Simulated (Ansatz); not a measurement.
# TiRh: response to strain

Aim: deform TiRh (zz strain of +2 %) and compute stress, forces and field gradients with LAPW, PAW and all-electron datasets made for the crystal.

Program: Ansatz 0.2.0. Level of theory: DFT PBEsol, scalar-relativistic. These are calculated values, not measurements.

## (1) The system as given

Symmetry: P4/mmm, No. 123, tetragonal system. Conventional cell: a = 2.988 Å, b = 2.988 Å, c = 3.350 Å, α = 90.00°, β = 90.00°, γ = 90.00°. Ti (site symmetry 4/mmm) is surrounded by 8 Rh at 2.70 Å and 4 Ti at 2.99 Å. Rh (site symmetry 4/mmm) is surrounded by 8 Ti at 2.70 Å and 4 Rh at 2.99 Å.

Structure file:

```
Ti Rh
1.0
     2.98800    0.00000    0.00000
     0.00000    2.98800    0.00000
     0.00000    0.00000    3.35000
Ti Rh
1 1
Direct
  0.50000 0.50000 0.50000
  0.00000 0.00000 0.00000
```

Atoms are numbered in the order of the input: Ti1, Rh2.

## (2) The deformed structure

Space group P4/mmm before, P4/mmm after.

## (3) LAPW, all electrons

The input, input.yaml:

```yaml
crystal:
  lattice:
    - [2.988, 0.0, 0.0]
    - [0.0, 2.988, 0.0]
    - [0.0, 0.0, 3.417]
  atoms:
    - { symbol: Ti, position: [0.5, 0.5, 0.5] }
    - { symbol: Rh, position: [0.0, 0.0, 0.0] }
kpoints:
  mp_grid: { grid: [11, 11, 10] }
  band_path:
    path:
      - [0.0, 0.0, 0.0]
      - [0.0, 0.5, 0.0]
      - [0.5, 0.5, 0.0]
      - [0.0, 0.0, 0.0]
      - [0.0, 0.0, 0.5]
      - [0.0, 0.5, 0.5]
      - [0.5, 0.5, 0.5]
      - [0.0, 0.0, 0.5]
      - [0.0, 0.5, 0.0]
    npoints: 5
scf:
  occupations: { method: fermi_dirac, width: 0.05 }
hamiltonian:
  xc: pbesol
  pseudopotentials: { kind: all_electron, lapw: { basis_error: 0.001 } }
output:
  forces: true
  stress: true
  eigenvalues: true
```

Command:

```bash
$ ansatz run input.yaml --threads 1 --pin off --max-ram 3072MiB --backend cpu --events-out ev --progress --plain --runs-dir out
```

## (4) PAW on the default files

The input, input.yaml:

```yaml
crystal:
  lattice:
    - [2.988, 0.0, 0.0]
    - [0.0, 2.988, 0.0]
    - [0.0, 0.0, 3.417]
  atoms:
    - { symbol: Ti, position: [0.5, 0.5, 0.5] }
    - { symbol: Rh, position: [0.0, 0.0, 0.0] }
kpoints:
  mp_grid: { grid: [11, 11, 10] }
scf:
  occupations: { method: fermi_dirac, width: 0.05 }
hamiltonian:
  xc: pbesol
  pseudopotentials: { kind: paw }
output:
  forces: true
  stress: true
  eigenvalues: true
  efg: { contact_densities: true }
```

## (5) Datasets made for this crystal

input.yaml, as its differences from that of step 4:

```diff
@@ -14,3 +14,3 @@
   xc: pbesol
-  pseudopotentials: { kind: paw }
+  pseudopotentials: { kind: all_electron, datasets: crystal }
 output:
```

(Steps that only read results are left out.)

Before running it: what results should come out? Wanted: pressure; largest shear or deviatoric stress.

**Answer**, as computed:

| quantity | value |
| --- | --- |
| pressure | LAPW -10.25, PAW -10.24, crystal datasets -10.25 GPa |
| largest shear or deviatoric stress (LAPW) | 0.28 GPa |

**Reading.** The largest part of the stress beyond the pressure is 0.28 GPa in size, in the zz component; the atoms are carried along and not relaxed. No run of the undeformed cell stands beside it, so the pressure holds what the given cell had before the change. PAW: stress within 0.01 GPa of LAPW. Crystal datasets: stress within 0.01 GPa of LAPW.
